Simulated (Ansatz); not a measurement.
# LiBr (SMILES [Li][Br]) at PBE0/STO-3G

Aim: the vertical ionisation energy of LiBr at PBE0/STO-3G, from 2 runs. 

The results are computed with Ansatz 0.2.0.

44 further runs of the same task are left out: 4 that didn't finish, 40 set aside as unsound or not needed.

### Step 1. Starting point

The species is LiBr (2 atoms), meant as a singlet with charge 0. SMILES: `[Li][Br]`. Geometry: relaxed at PBE0-D4/def2-TZVP.

Bond lengths: Li1–Br2 2.172 Å.

### Step 2. A single-point energy at PBE0/STO-3G

Contents of molecule.yaml:

```yaml
crystal:
  periodic: [false, false, false]
  atoms:
    - {symbol: Li, position_ang: [-0.910300, 0.277700, -0.476100]}
    - {symbol: Br, position_ang: [0.939700, -0.337900, 0.480100]}
basis:
  gaussian:
    orbitals: STO-3G
accuracy: high
hamiltonian:
  xc: pbe0
```

The run is started by

```bash
$ ansatz run molecule.yaml --threads 1 --pin off --max-ram 2610MiB --events-out events.jsonl --progress --plain --runs-dir runs
```

Log:

```text
Warning: RAYON_NUM_THREADS=1 ignored (pool sized by the plan → 1); use --threads N
Functional definition: PBE0
  name "PBE0"
  parameter a = 0.25
  parameter kappa = 0.804
  parameter beta = 0.06672455060314922
  exchange = (1 - a)*pbe_x(kappa = kappa, mu = beta*pi^2/3) + a*exact_x
  correlation = pbe_c(beta = beta)
293 factors; integrals over basis functions are off by at most 6.7e-9 eV
mean field evaluation 1: about -69476.8518 eV, gradient 7.9e0 eV
mean field evaluation 2: about -69476.5562 eV, gradient 1.2e1 eV
mean field evaluation 4: about -69477.4275 eV, gradient 2.1e-1 eV
mean field evaluation 8: about -69477.5074 eV, gradient 9.1e-3 eV
mean field evaluation 16: about -69477.5074 eV, gradient 6.7e-9 eV
mean field -69477.50737573 eV, -2553.2513025120 hartree, gradient 1.1e-8 eV, S^2 0.000000; 0 other end points of the search recorded, 0 dependent functions left out
reference -69477.50737794 eV, -2553.2513025934 hartree; 19, 19 occupied and 4, 4 virtual orbitals, 293 factors
Total energy: -69477.50737794 eV, -2553.2513025934 hartree
```

It took 1.2 s on 1 thread of Arm Neoverse V2, shared host.

### Step 3. The doublet cation at the same level

Contents of in.yaml:

```yaml
crystal:
  periodic: [false, false, false]
  atoms:
    - {symbol: Li, position_ang: [-0.910300, 0.277700, -0.476100]}
    - {symbol: Br, position_ang: [0.939700, -0.337900, 0.480100]}
basis:
  gaussian: {orbitals: STO-3G}
total_charge: 1
magnetization: {spin_polarized: true, initial_magnetization: 1}
hamiltonian: {xc: pbe0}
accuracy: high
```

The run is started by

```bash
$ ansatz run in.yaml --threads 1 --pin off --max-ram 2610MiB --events-out events.jsonl --progress --plain --runs-dir runs
```

Log (excerpt; [...] marks lines left out):

```text
Warning: RAYON_NUM_THREADS=1 ignored (pool sized by the plan → 1); use --threads N
[... 7 set-up lines as earlier in the session ...]
293 factors; integrals over basis functions are off by at most 6.7e-9 eV
mean field evaluation 1: about -69469.2391 eV, gradient 4.5e0 eV
mean field evaluation 2: about -69469.5628 eV, gradient 1.0e0 eV
mean field evaluation 4: about -69469.5925 eV, gradient 9.0e-1 eV
mean field evaluation 8: about -69469.6043 eV, gradient 1.9e-3 eV
mean field evaluation 16: about -69469.6043 eV, gradient 2.4e-7 eV
mean field -69469.60429467 eV, -2552.9608696400 hartree, gradient 7.1e-9 eV, S^2 0.750478; 1 other end points of the search recorded, 0 dependent functions left out
reference -69469.60429723 eV, -2552.9608697342 hartree; 19, 18 occupied and 4, 5 virtual orbitals, 293 factors
Total energy: -69469.60429723 eV, -2552.9608697342 hartree
```

Run time: 2.6 s. Hardware: 1 thread of Arm Neoverse V2, shared host; peak memory 0.12 GiB.

### Step 4. Results

Level: PBE0/STO-3G.

| quantity | value |
| --- | --- |
| singlet LiBr: total energy | -2553.25130 Eh |
| doublet cation: total energy | -2552.96087 Eh |
| doublet cation: ⟨S²⟩ | 0.750 |
| vertical ionisation energy (to the doublet cation) | 7.903 eV |

What this shows: Removing an electron at fixed nuclei costs 7.90 eV (763 kJ/mol). In a minimal basis such a difference can be off by several eV, whatever the method.
